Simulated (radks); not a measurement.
# Bi⁻ inside a hard spherical wall

What does compression do to the levels of Bi⁻? A hard sphere of shrinking radius stands in for pressure; the configuration is held at [Hg] 6p4.

The numbers are computed with radks (a radial shooting solver on a logarithmic mesh, Libxc functionals) version 1 (scalar-relativistic Kohn-Sham, LDA (Slater exchange, Perdew-Wang correlation), spin-polarised, spherical densities, finite nucleus; open shells are filled with parallel spins first), except any that are marked as measured or tabulated.

## 1. The atom as given

* element: bismuth (Z = 83)
* charge: -1
* electrons: 84
* configuration: [Hg] 6p4
* nuclear rms radius: 5.5211 fm

The outer shells:

Bi⁻
```
[Hg] core
6p [↑↓][↑ ][↑ ]
```

## 2. Wall at 20 bohr

Settings of this run:

```text
Z 83
configuration [Hg] 6p4 7s0 5f0 6d0
relativity scalar-relativistic
functional lda,pw
spin polarised
nucleus finite rms 5.5211 fm
wall 20 bohr
c 137.035999084
```

## 3. Wall at 15 bohr

Settings, as their differences from step 2:

```diff
@@ -6,3 +6,3 @@
 nucleus finite rms 5.5211 fm
-wall 20 bohr
+wall 15 bohr
 c 137.035999084
```

## 4. Wall at 10 bohr

Settings, as their differences from step 3:

```diff
@@ -6,3 +6,3 @@
 nucleus finite rms 5.5211 fm
-wall 15 bohr
+wall 10 bohr
 c 137.035999084
```

## 5. Wall at 8 bohr

Settings, as their differences from step 4:

```diff
@@ -6,3 +6,3 @@
 nucleus finite rms 5.5211 fm
-wall 10 bohr
+wall 8 bohr
 c 137.035999084
```

## 6. Wall at 6 bohr

Settings, as their differences from step 5:

```diff
@@ -6,3 +6,3 @@
 nucleus finite rms 5.5211 fm
-wall 8 bohr
+wall 6 bohr
 c 137.035999084
```

## 7. Wall at 5 bohr

Settings, as their differences from step 6:

```diff
@@ -6,3 +6,3 @@
 nucleus finite rms 5.5211 fm
-wall 6 bohr
+wall 5 bohr
 c 137.035999084
```

## 8. Wall at 4 bohr

Settings, as their differences from step 7:

```diff
@@ -6,3 +6,3 @@
 nucleus finite rms 5.5211 fm
-wall 5 bohr
+wall 4 bohr
 c 137.035999084
```

## 9. Wall at 2.5 bohr

Settings, as their differences from step 8:

```diff
@@ -6,3 +6,3 @@
 nucleus finite rms 5.5211 fm
-wall 4 bohr
+wall 2.5 bohr
 c 137.035999084
```

## 10. Wall at 2 bohr

Settings, as their differences from step 9:

```diff
@@ -6,3 +6,3 @@
 nucleus finite rms 5.5211 fm
-wall 2.5 bohr
+wall 2 bohr
 c 137.035999084
```

## 11. Wall at 1.5 bohr

Settings, as their differences from step 10:

```diff
@@ -6,3 +6,3 @@
 nucleus finite rms 5.5211 fm
-wall 2 bohr
+wall 1.5 bohr
 c 137.035999084
```

What does the calculation give? Wanted: for each run, R; E − E(widest); ε(6p); ε(7s, empty); ε(6d, empty); ε(5f, empty); pressure.

**Answer**, as computed:

```csv
R (bohr),E − E(widest) (eV),ε(6p) (eV),"ε(7s, empty) (eV)","ε(6d, empty) (eV)","ε(5f, empty) (eV)",pressure (GPa)
20,0.000,0.423,2.028,2.690,3.198,0.000116
15,0.009,0.476,2.490,3.674,4.682,0.00175
10,0.155,0.820,3.884,5.729,8.180,0.0882
8,0.641,1.445,5.848,7.662,11.317,0.654
6,3.362,3.488,12.005,12.298,17.484,7.31
5,8.858,6.288,20.421,17.768,23.216,31.5
4,27.279,13.093,40.384,29.878,33.224,180
2.5,257.89,65.618,172.17,107.32,78.271,6606
2,716.06,144.31,339.23,205.63,127.59,34463
1.5,2486.0,381.73,791.38,472.40,256.47,263931
```

**Reading.** Eigenvalues are for spin up. At the tightest wall, 1.5 bohr, the energy stands 2486.0 eV above the widest wall (20 bohr) and the pressure, −dE/dV, is 263931 GPa. Of the levels in the table that exist at both ends, 7s (empty) rises most from the widest wall (20 bohr) (789.36 eV). From R = 20 bohr inwards the highest occupied level lies above zero, in an anion first from self-interaction, then from the wall. Shells are not refilled when levels cross, and a hard wall is a model, not a crystal.
